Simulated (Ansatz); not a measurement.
# WC: the cost of one run

Method: DFT r2SCAN, scalar-relativistic, plane waves, PAW, in Ansatz 0.2.0.

**1. The structure to begin with**

The structure is cubic, space group Fm-3m (No. 225). Conventional cell: a = 4.385 Å, b = 4.385 Å, c = 4.385 Å, α = 90.00°, β = 90.00°, γ = 90.00°. W (site symmetry m-3m) has 6 C at 2.19 Å in its first shell of neighbours. C (site symmetry m-3m) is surrounded by 6 W at 2.19 Å.

As a file:

```cif
data_structure
_symmetry_space_group_name_H-M 'Fm-3m'
_symmetry_Int_Tables_number 225
_cell_length_a 4.3854
_cell_length_b 4.3854
_cell_length_c 4.3854
_cell_angle_alpha 90.000
_cell_angle_beta 90.000
_cell_angle_gamma 90.000
_cell_volume 84.34
loop_
_atom_site_label
_atom_site_type_symbol
_atom_site_symmetry_multiplicity
_atom_site_Wyckoff_symbol
_atom_site_fract_x
_atom_site_fract_y
_atom_site_fract_z
_atom_site_occupancy
W1 W 4 a 0.00000 0.00000 0.00000 1
C1 C 4 b 0.50000 0.00000 0.00000 1
```

It goes back to an entry of the Materials Project, which need not be the stable form.

No relaxation comes first: the listed cell is the starting point.

**2. Zero of energy**

The reference gives a free energy of -10648.3360 eV, pressure -5.18 GPa, largest force 0.000 eV/Å and gap on the mesh none (metal). It was computed beforehand with the settings of the runs below.

**3. Setting up a tetragonal deformation path**

At fixed volume and fractional coordinates, lengths along (0.000, 0.000, 1.000) are scaled against those across it; ρ is that ratio over its starting value.

**4. At ρ = 0.707**

input.yaml reads:

```yaml
crystal:
  lattice:
    - [0.0, 2.4613284764, 1.7401592328]
    - [2.4613284764, 0.0, 1.7401592328]
    - [2.4613284764, 2.4613284764, 0.0]
  atoms:
    - { symbol: W, position: [0.0, 0.0, 0.0] }
    - { symbol: C, position: [0.5, 0.5, 0.5] }
basis:
  ecutwfc: 500
kpoints:
  mp_grid: { grid: [20, 20, 20] }
hamiltonian:
  xc: r2scan
scf:
  occupations: { method: gaussian, width: 0.15 }
output:
  forces: true
  stress: true
  eigenvalues: true
```

Launch:

```bash
$ ansatz run input.yaml --threads 1 --pin off --max-ram 2560MiB --backend cpu --events-out ev --progress --plain --runs-dir out
```

**Question.** How long does this run take on 1 thread of Intel Xeon at 2.70GHz, shared host, and how much memory does it need?

About 16 s, with a peak of 0.57 GiB.
